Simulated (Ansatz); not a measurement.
**SnH₂ (triplet): B2PLYP, RPA-PBE over a scan of the scale of all distances, def2-SVP**

Aim: run SnH₂ (triplet) with these functionals over a scan of the scale of all distances, and hold them against the top wave-function level at the same points.

Method: def2-SVP, all electrons in the functionals, frozen cores in the correlation of double hybrids and RPA; program: Ansatz 0.2.0, Gaussian basis.

Plan: B2PLYP, RPA-PBE, at 0.871; 1.000; 1.136; 1.309; 1.526; 1.774; 1.989; 2.433.

15 further runs of the same task are left out: 7 that didn't finish, 8 set aside as unsound or not needed.

**1. What is computed**

The geometry derives from a PBE0/def2-TZVP stationary point (not a proven minimum). All distances are scaled together. No spin-orbit coupling is included. Elements past krypton take def2 core potentials.

3 atoms, charge 0, spin multiplicity 3.

Atoms are counted from 1 here; the program's logs count them from 0.

Bond lengths: Sn1–H2 1.715 Å, Sn1–H3 1.715 Å. Angles: H2–Sn1–H3 119.7°.

No dispersion term is added.

The geometry shown and the zero of energy belong to the point 1.000. The yardstick, FCI, and other wave-function levels (R restricted, U unrestricted, valence and pair active spaces) come from earlier runs.

**2. B2PLYP, 0.871**

Input file in.yaml:

```yaml
crystal:
  periodic: [false, false, false]
  atoms:
    - {symbol: Sn, position_ang: [0.000000, -0.012535, 0.000000]}
    - {symbol: H, position_ang: [0.000000, 0.738132, -1.291478]}
    - {symbol: H, position_ang: [0.000000, 0.738132, 1.291478]}
basis:
  gaussian: {orbitals: def2-SVP}
magnetization: {spin_polarized: true, initial_magnetization: 2}
hamiltonian: {xc: {name: B2PLYP}}
correlation: {electrons: outside_noble_gas}
```

Run with:

```sh
$ ansatz run in.yaml --threads 1 --pin off --events-out ev --progress --plain --max-ram 2393MiB
```

After this run come: B2PLYP, 1.000; B2PLYP, 1.136; B2PLYP, 1.309; B2PLYP, 1.526; B2PLYP, 1.774; B2PLYP, 1.989; B2PLYP, 2.433; RPA-PBE, 0.871; RPA-PBE, 1.000; RPA-PBE, 1.136; RPA-PBE, 1.309; RPA-PBE, 1.526; RPA-PBE, 1.774; RPA-PBE, 1.989; RPA-PBE, 2.433.

**Question.** What will the summary of the whole plan be? Wanted: span of the FCI curve; largest miss, B2PLYP; largest miss, RPA-PBE.

**Answer**, as computed:

```
             quantity              value
span of the FCI curve           3.967 eV
 largest miss, B2PLYP  +0.231 eV (1.774)
largest miss, RPA-PBE  -0.132 eV (2.433)
```

Of the functionals, RPA-PBE keep the smallest largest miss at the points compared (at most 0.132 eV) and B2PLYP strays most (0.231 eV, at 1.774). B2PLYP, RPA-PBE clearly break the spin symmetry at some points (⟨S²⟩ up to 0.98 above the pure value), so energy there is bought with a mixed spin. Functionals and the yardstick converge differently with the basis, so part of each miss in def2-SVP is the basis.
